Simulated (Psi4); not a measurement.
# InH2OF (SMILES [OH][InH][F]): levels of theory compared

Aim: a comparison of 3 runs (M06-L/def2-SVP, TPSS/def2-SVP, r2SCAN/def2-SVP) of InH2OF. 

The results are computed with Psi4 1.11.

22 further runs of the same task are left out: 20 that didn't finish, 2 set aside as unsound or not needed.

## (1) The structure to begin with

InH2OF has 5 atoms, charge 0, and is taken as a singlet. SMILES: `[OH][InH][F]`. Geometry: relaxed at PBE0-D4/def2-TZVP. This is a higher conformer, about 10 kJ/mol above the lowest found by a separate search.

Bond lengths: O1–In2 1.966 Å, In2–F3 1.944 Å, O1–H4 0.960 Å, In2–H5 1.691 Å. Angles: O1–In2–F3 106.4°, O1–In2–H5 133.9°, F3–In2–H5 119.7°, In2–O1–H4 113.6°.

## (2) Energy and forces at M06-L/def2-SVP (core potential) (run 1)

File calc.py:

```python
import psi4

psi4.set_memory(2200000000)
psi4.set_num_threads(1)
psi4.set_output_file('run.log', False)

mol = psi4.geometry("""
0 1
O     -1.279500    -0.345900    -0.577400
In     0.480100     0.042500     0.210000
F      1.185900    -1.654700     0.841500
H     -1.725200     0.429800    -0.925700
H      1.388500     1.454700     0.410200
symmetry c1
no_reorient
no_com
""")

psi4.set_options({
    'basis': 'def2-SVP',
    'puream': True,
    'e_convergence': 1e-09,
    'd_convergence': 1e-08,
    'scf_type': 'pk',
    'dft_radial_points': 99,
    'dft_spherical_points': 590,
})

E = psi4.gradient("M06-L")
print('gradient / Eh bohr^-1')
print(E.np.round(6))
for k, v in sorted(psi4.core.scalar_variables().items()):
    print(f'{k:45s} {v:18.10f}')
```

Command:

```console
$ python calc.py
```

run.log:

```text
[...]
    !!!  WARNING: ECP capability is in beta. Please check occupations closely.  !!!
[...]
  Running in c1 symmetry.
[...]
  Nuclear repulsion =  128.357212484484592
[...]
  Multiplicity = 1
[...]
  Nalpha       = 20
  Nbeta        = 20
[...]
    Number of basis functions: 64
[...]
   @RKS iter   1:  -366.07493345069861   -1.06703e+00   1.44356e-02 DIIS/ADIIS
[...]
   @RKS iter  12:  -366.40613727623793   -7.27596e-12   6.88692e-09 DIIS
[...]
    Orbital Energies [Eh]
    ---------------------
    Doubly Occupied:
       1A    -24.419908     2A    -18.957958     3A     -4.608347
       4A     -3.033695     5A     -3.020850     6A     -3.019293
       7A     -1.045295     8A     -0.929919     9A     -0.740324
      10A     -0.736137    11A     -0.734669    12A     -0.729736
      13A     -0.721890    14A     -0.436627    15A     -0.381936
      16A     -0.317547    17A     -0.303344    18A     -0.301357
      19A     -0.275232    20A     -0.264637
[...]
  @RKS Final Energy:  -366.40613727623793
   => Energetics <=
    Nuclear Repulsion Energy =            128.3572124844845916
    One-Electron Energy =                -835.8792896250936337
    Two-Electron Energy =                 377.8664822057982065
    DFT Exchange-Correlation Energy =     -36.7505423414270567
    Empirical Dispersion Energy =           0.0000000000000000
    VV10 Nonlocal Energy =                  0.0000000000000000
    Total Energy =                       -366.4061372762379278
[...]
 Multipole Moments:
 ------------------------------------------------------------------------------------
     Multipole            Electronic (a.u.)      Nuclear  (a.u.)        Total (a.u.)
 ------------------------------------------------------------------------------------
 L = 1.  Multiply by 2.5417464519 to convert [e a0] to [Debye]
 Dipole X            :        -19.3296667           19.2421363           -0.0875304
 Dipole Y            :         29.7006329          -28.1238491            1.5767838
 Dipole Z            :        -13.2534468           12.9423563           -0.3110905
 Magnitude           :                                                    1.6095608
[...]
  -Total Gradient:
     Atom            X                  Y                   Z
    ------   -----------------  -----------------  -----------------
       1        0.011289920801     0.005581673606     0.004526485617
       2       -0.005923033158    -0.007623962075    -0.001577103692
       3       -0.004137751764     0.010008016154    -0.003711077465
       4        0.002063082761    -0.002800884079     0.001478118909
       5       -0.003323639096    -0.005161709427    -0.000732156614
[...]
```

Standard output:

```text
gradient / Eh bohr^-1
[[ 0.01129   0.005582  0.004526]
 [-0.005923 -0.007624 -0.001577]
 [-0.004138  0.010008 -0.003711]
 [ 0.002063 -0.002801  0.001478]
 [-0.003324 -0.005162 -0.000732]]
CURRENT ENERGY                                   -366.4061372762
CURRENT REFERENCE ENERGY                         -366.4061372762
DD SOLVATION ENERGY                                 0.0000000000
DFT FUNCTIONAL TOTAL ENERGY                      -366.4061372762
DFT TOTAL ENERGY                                 -366.4061372762
DFT VV10 ENERGY                                     0.0000000000
DFT XC ENERGY                                     -36.7505423414
GRID ELECTRONS ALPHA                               20.0000066836
GRID ELECTRONS BETA                                20.0000066836
GRID ELECTRONS TOTAL                               40.0000133671
NUCLEAR REPULSION ENERGY                          128.3572124845
ONE-ELECTRON ENERGY                              -835.8792896251
PCM POLARIZATION ENERGY                             0.0000000000
PE ENERGY                                           0.0000000000
SCF ITERATION ENERGY                             -366.4061372762
SCF ITERATIONS                                     12.0000000000
SCF TOTAL ENERGY                                 -366.4061372762
TWO-ELECTRON ENERGY                               377.8664822058
XC GRID RADIAL POINTS                              99.0000000000
XC GRID SPHERICAL POINTS                          590.0000000000
XC GRID TOTAL POINTS                           280169.0000000000
```

Run time: 35 s. Hardware: 1 thread of Intel Xeon at 2.50GHz (Skylake/Cascade Lake), shared host; peak memory 1.2 GiB.

## (3) Energy and gradient at TPSS/def2-SVP (core potential) (run 2)

File run.py:

```python
import psi4

psi4.set_memory('2200 MB')
psi4.set_num_threads(1)
psi4.core.set_output_file('fh2ino.out', False)

mol = psi4.geometry("""
0 1
O
In 1 1.96648
F 2 1.943562 1 106.41365
H 1 0.960037 2 113.64659 3 179.99724
H 2 1.691029 3 119.71659 1 179.99596
symmetry c1
""")

psi4.set_options({
    'puream': True,
    'e_convergence': 1e-09,
    'd_convergence': 1e-08,
    'scf_type': 'pk',
    'dft_radial_points': 99,
    'dft_spherical_points': 590,
})

E, wfn = psi4.gradient('tpss/def2-SVP', return_wfn=True)
print('gradient / Eh bohr^-1')
print(E.np.round(6))
print(f'energy = {wfn.energy():.10f} Eh')
```

Command:

```console
$ python run.py
```

fh2ino.out:

```text
[...]
    !!!  WARNING: ECP capability is in beta. Please check occupations closely.  !!!
[...]
  Running in c1 symmetry.
[...]
  Nuclear repulsion =  128.357233260651554
[...]
  Multiplicity = 1
[...]
  Nalpha       = 20
  Nbeta        = 20
[...]
    Number of basis functions: 64
[...]
   @RKS iter   1:  -365.87852978662977   -9.98899e-01   1.45893e-02 ADIIS/DIIS
[...]
   @RKS iter  12:  -366.21597380870963   -1.87583e-12   3.78675e-09 DIIS
[...]
    Orbital Energies [Eh]
    ---------------------
    Doubly Occupied:
       1A    -24.344365     2A    -18.888703     3A     -4.531256
       4A     -2.971486     5A     -2.960919     6A     -2.960261
       7A     -0.992481     8A     -0.893214     9A     -0.717649
      10A     -0.713194    11A     -0.712281    12A     -0.707228
      13A     -0.700307    14A     -0.432113    15A     -0.376722
      16A     -0.311234    17A     -0.294034    18A     -0.292829
      19A     -0.268787    20A     -0.258094
[...]
  @RKS Final Energy:  -366.21597380870963
   => Energetics <=
    Nuclear Repulsion Energy =            128.3572332606515545
    One-Electron Energy =                -835.5887957069405729
    Two-Electron Energy =                 377.5181331294479605
    DFT Exchange-Correlation Energy =     -36.5025444918685906
    Empirical Dispersion Energy =           0.0000000000000000
    VV10 Nonlocal Energy =                  0.0000000000000000
    Total Energy =                       -366.2159738087096343
[...]
 Multipole Moments:
 ------------------------------------------------------------------------------------
     Multipole            Electronic (a.u.)      Nuclear  (a.u.)        Total (a.u.)
 ------------------------------------------------------------------------------------
 L = 1.  Multiply by 2.5417464519 to convert [e a0] to [Debye]
 Dipole X            :          0.0002192           -0.0002026            0.0000167
 Dipole Y            :         12.6742673          -11.1705862            1.5036811
 Dipole Z            :         11.6088164          -11.5669602            0.0418562
 Magnitude           :                                                    1.5042635
[...]
  -Total Gradient:
     Atom            X                  Y                   Z
    ------   -----------------  -----------------  -----------------
       1       -0.000001164676     0.014139629090     0.009903294431
       2        0.000002359154    -0.008035844058    -0.007959309999
       3       -0.000000901228     0.011379241875    -0.003525434580
       4        0.000000345522    -0.013892387685     0.005422840903
       5       -0.000000715810    -0.003794713423    -0.003802464186
[...]
```

On the terminal:

```text
gradient / Eh bohr^-1
[[-1.0000e-06  1.4140e-02  9.9030e-03]
 [ 2.0000e-06 -8.0360e-03 -7.9590e-03]
 [-1.0000e-06  1.1379e-02 -3.5250e-03]
 [ 0.0000e+00 -1.3892e-02  5.4230e-03]
 [-1.0000e-06 -3.7950e-03 -3.8020e-03]]
energy = -366.2159738087 Eh
```

Run time: 41 s. Hardware: 1 thread of Intel Xeon at 2.50GHz (Skylake/Cascade Lake), shared host; peak memory 1.3 GiB.

## (4) Energy and forces at r2SCAN/def2-SVP (core potential) (run 3)

File fh2ino.dat:

```
memory 2.2 GB

molecule molecule1 {
  0 1
  O     -2.41790458    -0.65365627    -1.09112786
  In     0.90725751     0.08031336     0.39684249
  F      2.24102621    -3.12692982     1.59020453
  H     -3.26015551     0.81220429    -1.74931947
  H      2.62388472     2.74898459     0.77516566
  units au
  symmetry c1
}

set {
  basis def2-SVP
  puream true
  e_convergence 1e-09
  d_convergence 1e-08
  scf_type pk
  dft_radial_points 99
  dft_spherical_points 590
}

e_tot, wfn = gradient("r2scan", return_wfn=True)
oeprop(wfn, "DIPOLE", "MULLIKEN_CHARGES", "WIBERG_LOWDIN_INDICES", title="R2SCAN")
```

Command:

```console
$ psi4 -i fh2ino.dat -o fh2ino.out -n 1
```

fh2ino.out:

```text
[...]
    !!!  WARNING: ECP capability is in beta. Please check occupations closely.  !!!
[...]
  Running in c1 symmetry.
[...]
  Nuclear repulsion =  128.357212546357431
[...]
  Multiplicity = 1
[...]
  Nalpha       = 20
  Nbeta        = 20
[...]
    Number of basis functions: 64
[...]
   @RKS iter   1:  -365.95991470331256   -1.02068e+00   1.39546e-02 ADIIS/DIIS
[...]
   @RKS iter  12:  -366.27033831830795   -2.84217e-13   2.18687e-09 DIIS
[...]
  @RKS Final Energy:  -366.27033831830795
   => Energetics <=
    Nuclear Repulsion Energy =            128.3572125463574309
    One-Electron Energy =                -835.8090810545651266
    Two-Electron Energy =                 377.7635750964461749
    DFT Exchange-Correlation Energy =     -36.5820449065464643
    Empirical Dispersion Energy =           0.0000000000000000
    VV10 Nonlocal Energy =                  0.0000000000000000
    Total Energy =                       -366.2703383183079495
[...]
  -Total Gradient:
     Atom            X                  Y                   Z
    ------   -----------------  -----------------  -----------------
       1        0.005236206007     0.007925696004     0.001190794621
       2       -0.004724400342    -0.005914303582    -0.001287197243
       3       -0.002203378663     0.005441672567    -0.001994810308
       4        0.003178803838    -0.005791112902     0.002528547979
       5       -0.001378215637    -0.001949934220    -0.000335343995
[...]
 Multipole Moments:
 ------------------------------------------------------------------------------------
     Multipole            Electronic (a.u.)      Nuclear  (a.u.)        Total (a.u.)
 ------------------------------------------------------------------------------------
 L = 1.  Multiply by 2.5417464519 to convert [e a0] to [Debye]
 Dipole X            :          8.9688126           -9.0656474           -0.0968347
 Dipole Y            :         14.6728847          -13.1035321            1.5693526
 Dipole Z            :          1.8508700           -2.1652045           -0.3143345
 Magnitude           :                                                    1.6034496
[...]
  Mulliken Charges: (a.u.)
   Center  Symbol    Alpha    Beta     Spin     Total
       1     O     4.24019  4.24019  0.00000 -0.48037
       2    IN    10.09820 10.09820  0.00000  0.80360
       3     F     4.72429  4.72429  0.00000 -0.44858
       4     H     0.40407  0.40407  0.00000  0.19187
       5     H     0.53326  0.53326  0.00000 -0.06651
   Total alpha = 20.00000, Total beta = 20.00000, Total charge = -0.00000
  Wiberg Bond Indices using Orthogonal Lowdin Orbitals:
[...]
```

Wall time 40 s (1 thread of Intel Xeon at 2.50GHz (Skylake/Cascade Lake), shared host); peak memory 1.2 GiB.

## (5) The series

```csv
run,level,energy (Eh),dipole moment (D),HOMO energy (eV),LUMO energy (eV),wall time
1,M06-L/def2-SVP (core potential),-366.406137,4.09,-7.20,-1.71,35 s
2,TPSS/def2-SVP (core potential),-366.215974,3.82,-7.02,-1.93,41 s
3,r2SCAN/def2-SVP (core potential),-366.270338,4.08,-7.30,-1.79,40 s
```

## (6) Summary of results

```
                       quantity          value
            run 3: total energy  -366.27034 Eh
           run 3: dipole moment         4.08 D
             run 3: HOMO energy       -7.30 eV
             run 3: LUMO energy       -1.79 eV
           run 3: HOMO–LUMO gap        5.51 eV
run 3: largest force on an atom     0.492 eV/Å
```

In words: The dipole moment (its size) runs from 3.82 D (TPSS/def2-SVP) to 4.09 D (M06-L/def2-SVP). The HOMO–LUMO gap runs from 5.09 eV (TPSS/def2-SVP) to 5.51 eV (r2SCAN/def2-SVP). Totals of different functionals can't be ranked against each other. All runs together took 1.9 min, the longest 41 s.
